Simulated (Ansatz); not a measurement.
# H4SSn: the cost of one run

Computed with Ansatz 0.2.0, Gaussian basis. Level: PBE0-D4/def2-TZVP structures, single points in def2-TZVPP, no counterpoise correction.

Levels: SPW92, PBE-D4, BLYP-D4, r2SCAN-D4, B97M-V, PBE0-D4, B3LYP-D4, r2SCAN0-D4, BHLYP-D4, CAM-B3LYP-D4, wB97X-V, wB97M-V, B2PLYP, PBE-QIDH, RPA on PBE, Hartree-Fock, MP2, CCSD, CCSD(T).

Correlated methods freeze the cores. Filled d shells of the heavier atoms are correlated. Core potentials replace the inner electrons past krypton, and spin-orbit coupling is left out. B3LYP uses VWN-RPA correlation. B2PLYP carries no dispersion term here.

88 further runs of the same task are left out: 88 set aside as unsound or not needed. Runs told in other sessions of the task aren't counted.

### Step 1. Where the work starts

The complex: 9 atoms, charge 0, spin multiplicity 1.

Atoms are counted from 1 here; the program's logs count them from 0.

Bond lengths: Sn1–H3 1.697 Å, Sn1–H4 1.697 Å, Sn1–H5 1.710 Å, Sn1–S7 2.428 Å, O2–H6 0.967 Å, O2–H8 0.960 Å, S7–H9 1.343 Å. Angles: H3–Sn1–H4 114.6°, H3–Sn1–H5 110.3°, H3–Sn1–S7 109.2°, H4–Sn1–H5 110.4°, H4–Sn1–S7 105.1°, H5–Sn1–S7 106.7°, H6–O2–H8 105.3°, Sn1–S7–H9 94.2°.

As a file:

```xyz
9

Sn   -0.79402   -0.12766   -1.03537
O     1.49794    1.18199    0.91574
H     0.73082   -0.14165   -1.78069
H    -1.37560    1.41761   -0.64345
H    -1.93182   -0.96815   -1.99698
H     1.12353    0.39390    1.33269
S    -0.66028   -1.30874    1.08149
H     1.36968    1.89018    1.55062
H     0.03974   -2.33738    0.57586
```

Its parts: SnH₄S holds atoms 1, 3, 4, 5, 7, 9; H₂O holds atoms 2, 6, 8. Each part counts its atoms afresh in its own runs.

### Step 2. Relaxing SnH₄S alone

relax-a/in.yaml reads:

```yaml
crystal:
  periodic: [false, false, false]
  atoms:
    - {symbol: Sn, position_ang: [-0.794016, -0.127657, -1.035372]}
    - {symbol: H, position_ang: [0.730821, -0.141647, -1.780691]}
    - {symbol: H, position_ang: [-1.375596, 1.417613, -0.643454]}
    - {symbol: H, position_ang: [-1.931821, -0.968153, -1.996982]}
    - {symbol: S, position_ang: [-0.660284, -1.308741, 1.081487]}
    - {symbol: H, position_ang: [0.039740, -2.337385, 0.575862]}
basis:
  gaussian: {orbitals: def2-TZVP}
hamiltonian: {xc: pbe0, dispersion: d4}
relax: {f_tol: 0.005, max_steps: 200}
```

Launch:

```console
$ ansatz run in.yaml --threads 4 --pin off --events-out ev --progress --plain --max-ram 9574MiB
```

**Question.** How long does this run take on 4 threads of Arm Neoverse V1, shared host?

About 12 s.
